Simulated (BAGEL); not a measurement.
# SiNH2ClF (SMILES N[Si](F)Cl): ROHF/6-31G(d) (density fitting with qzvpp-jkfit, spherical functions)

Aim: the vertical doublet–quartet gap of SiNH2ClF at ROHF/6-31G* (density fitting with qzvpp-jkfit, spherical functions), from 2 runs. 

Program for the calculation: BAGEL 1.2.2.

## Step 1: The system as given

The species is SiNH2ClF (6 atoms), meant as a doublet with charge 0. SMILES: `N[Si](F)Cl`. The coordinates come from a PBE0-D4/def2-TZVP relaxation. This is one conformer, not always the lowest.

Bond lengths: N1–Si2 1.704 Å, Si2–F3 1.597 Å, Si2–Cl4 2.056 Å, N1–H5 1.008 Å, N1–H6 1.009 Å. Angles: N1–Si2–F3 106.5°, N1–Si2–Cl4 107.7°, F3–Si2–Cl4 110.2°, Si2–N1–H5 119.8°, Si2–N1–H6 119.7°, H5–N1–H6 112.0°.

## Step 2: The energy at ROHF/6-31G(d) (density fitting with qzvpp-jkfit, spherical functions)

File hf.json:

```json
{ "bagel" : [

{
  "title" : "molecule",
  "basis" : "6-31gs.json",
  "df_basis" : "qzvpp-jkfit",
  "angstrom" : "true",
  "geometry" : [
    { "atom" : "N", "xyz" : [   -0.453500,    0.751300,    0.053100 ] },
    { "atom" : "Si", "xyz" : [    0.437600,   -0.601100,   -0.475800 ] },
    { "atom" : "F", "xyz" : [    1.950700,   -0.348100,   -0.031300 ] },
    { "atom" : "Cl", "xyz" : [   -0.315600,   -2.258400,    0.480800 ] },
    { "atom" : "H", "xyz" : [   -1.460600,    0.711500,    0.073400 ] },
    { "atom" : "H", "xyz" : [   -0.116400,    1.680800,   -0.146500 ] }
  ]
},
{ "title" : "rohf", "nopen" : 1 },
{ "title" : "print", "file" : "orbitals.molden", "orbitals" : "true" }

]}
```

The basis set 6-31G* is read from a file made from the Basis Set Exchange's data (not shown).

Run with:

```
BAGEL_NUM_THREADS=1 BAGEL hf.json > hf.out
```

The log of the run:

```text
* using 1 threads per process

  ===============================================================
  ===============================================================

  *** Geometry ***

  { "atom" : "N", "xyz" : [     -0.856991,      1.419751,      0.100344 ] },
  { "atom" : "Si", "xyz" : [      0.826944,     -1.135914,     -0.899132 ] },
  { "atom" : "F", "xyz" : [      3.686289,     -0.657814,     -0.059148 ] },
  { "atom" : "Cl", "xyz" : [     -0.596398,     -4.267757,      0.908580 ] },
  { "atom" : "H", "xyz" : [     -2.760134,      1.344540,      0.138706 ] },
  { "atom" : "H", "xyz" : [     -0.219964,      3.176252,     -0.276845 ] },

  Number of auxiliary basis functions:      446

  Since a DF basis is specified, we compute 2- and 3-index integrals:
    o Being stored without compression. Storage requirement is 0.016 GB

  Number of basis functions:       68
  Number of electrons      :       49

    * METHOD: MOLECULE                             0.19

  *** Open-shell HF ***

  === Nuclear Repulsion ===
   215.5842678658

      * DIIS with orbital gradients will be used.

  === ROHF iteration (6-31gs.json) ===
      0       -903.30236058          0.04786324           0.09
      1       -903.46517635          0.02968370           0.09
      2       -903.51794024          0.01769775           0.09
      3       -903.54611184          0.00110597           0.09
      4       -903.54673632          0.00040968           0.09
      5       -903.54690344          0.00017215           0.09
      6       -903.54694051          0.00005548           0.09
      7       -903.54696008          0.00002868           0.09
      8       -903.54696321          0.00000607           0.09
      9       -903.54696488          0.00000223           0.09
     10       -903.54696501          0.00000079           0.09
     11       -903.54696511          0.00000030           0.09
     12       -903.54696510          0.00000011           0.09
     13       -903.54696512          0.00000005           0.09
     14       -903.54696512          0.00000002           0.09
     15       -903.54696513          0.00000001           0.09
    * SCF iteration converged.

    * S^2 (ROHF) is 0.7500

    * Permanent dipole moment:
           (    0.611867,    -0.963624,     0.699570) a.u.

    * METHOD: ROHF                                 1.58

    * METHOD: PRINT                                0.01

  ===============================================================
```

It took 1.9 s on 1 thread of Arm Neoverse V1, shared host; peak memory 0.093 GiB.

## Step 3: The quartet, same level

File hf.json:

```json
{ "bagel": [

{
  "title": "molecule",
  "basis": "6-31gs.json",
  "df_basis": "qzvpp-jkfit",
  "angstrom": true,
  "geometry": [
    { "atom": "N", "xyz": [      -0.453500,       0.751300,       0.053100 ] },
    { "atom": "Si", "xyz": [       0.437600,      -0.601100,      -0.475800 ] },
    { "atom": "F", "xyz": [       1.950700,      -0.348100,      -0.031300 ] },
    { "atom": "Cl", "xyz": [      -0.315600,      -2.258400,       0.480800 ] },
    { "atom": "H", "xyz": [      -1.460600,       0.711500,       0.073400 ] },
    { "atom": "H", "xyz": [      -0.116400,       1.680800,      -0.146500 ] }
  ]
},

{ "title": "rohf", "nopen": 3 },

{ "title": "print", "file": "orbitals.molden", "orbitals": true }

]}
```

The basis set 6-31G* is read from a file made from the Basis Set Exchange's data (not shown).

Run with:

```
BAGEL_NUM_THREADS=1 BAGEL hf.json > hf.out
```

The log of the run:

```text
* using 1 threads per process

  ===============================================================
  ===============================================================

  *** Geometry ***

  { "atom" : "N", "xyz" : [     -0.856991,      1.419751,      0.100344 ] },
  { "atom" : "Si", "xyz" : [      0.826944,     -1.135914,     -0.899132 ] },
  { "atom" : "F", "xyz" : [      3.686289,     -0.657814,     -0.059148 ] },
  { "atom" : "Cl", "xyz" : [     -0.596398,     -4.267757,      0.908580 ] },
  { "atom" : "H", "xyz" : [     -2.760134,      1.344540,      0.138706 ] },
  { "atom" : "H", "xyz" : [     -0.219964,      3.176252,     -0.276845 ] },

  Number of auxiliary basis functions:      446

  Since a DF basis is specified, we compute 2- and 3-index integrals:
    o Being stored without compression. Storage requirement is 0.016 GB

  Number of basis functions:       68
  Number of electrons      :       49

    * METHOD: MOLECULE                             0.19

  *** Open-shell HF ***

  === Nuclear Repulsion ===
   215.5842678658

      * DIIS with orbital gradients will be used.

  === ROHF iteration (6-31gs.json) ===
      0       -902.99989958          0.04210606           0.09
      1       -903.15634341          0.03000962           0.09
      2       -903.23500597          0.01709993           0.09
      3       -903.27030348          0.00258097           0.09
      4       -903.27542653          0.00107145           0.09
      5       -903.27646026          0.00046070           0.09
      6       -903.27665767          0.00023494           0.09
      7       -903.27670024          0.00013704           0.09
      8       -903.27672586          0.00008662           0.09
      9       -903.27673908          0.00005041           0.09
     10       -903.27674417          0.00003106           0.09
     11       -903.27674540          0.00002239           0.09
     12       -903.27674641          0.00001860           0.09
     13       -903.27674897          0.00001315           0.09
     14       -903.27674963          0.00000907           0.09
     15       -903.27674973          0.00000681           0.09
     16       -903.27675004          0.00000467           0.09
     17       -903.27675020          0.00000241           0.09
     18       -903.27675036          0.00000160           0.09
     19       -903.27675038          0.00000098           0.09
     20       -903.27675042          0.00000061           0.09
     21       -903.27675044          0.00000031           0.09
     22       -903.27675045          0.00000022           0.09
     23       -903.27675046          0.00000014           0.09
     24       -903.27675046          0.00000008           0.09
     25       -903.27675047          0.00000006           0.09
     26       -903.27675047          0.00000004           0.09
     27       -903.27675047          0.00000003           0.09
     28       -903.27675046          0.00000002           0.09
     29       -903.27675046          0.00000001           0.09
     30       -903.27675046          0.00000001           0.09
    * SCF iteration converged.

    * S^2 (ROHF) is 3.7500

    * Permanent dipole moment:
           (    0.544254,    -0.490488,     0.315734) a.u.

    * METHOD: ROHF                                 3.01

    * METHOD: PRINT                                0.01

  ===============================================================
```

Wall time 3.6 s (1 thread of Arm Neoverse V1, shared host); peak memory 0.093 GiB.

## Step 4: What came out

Level: ROHF/6-31G* (density fitting with qzvpp-jkfit, spherical functions).

```
                                        quantity          value
                           doublet: total energy  -903.54697 Eh
                          doublet: dipole moment         3.40 D
                                   doublet: ⟨S²⟩          0.750
                           quartet: total energy  -903.27675 Eh
                          quartet: dipole moment         2.03 D
                                   quartet: ⟨S²⟩          3.750
vertical energy of the quartet above the doublet       7.353 eV
```

What this shows: At this shape the quartet lies 7.35 eV (709 kJ/mol) above the doublet.
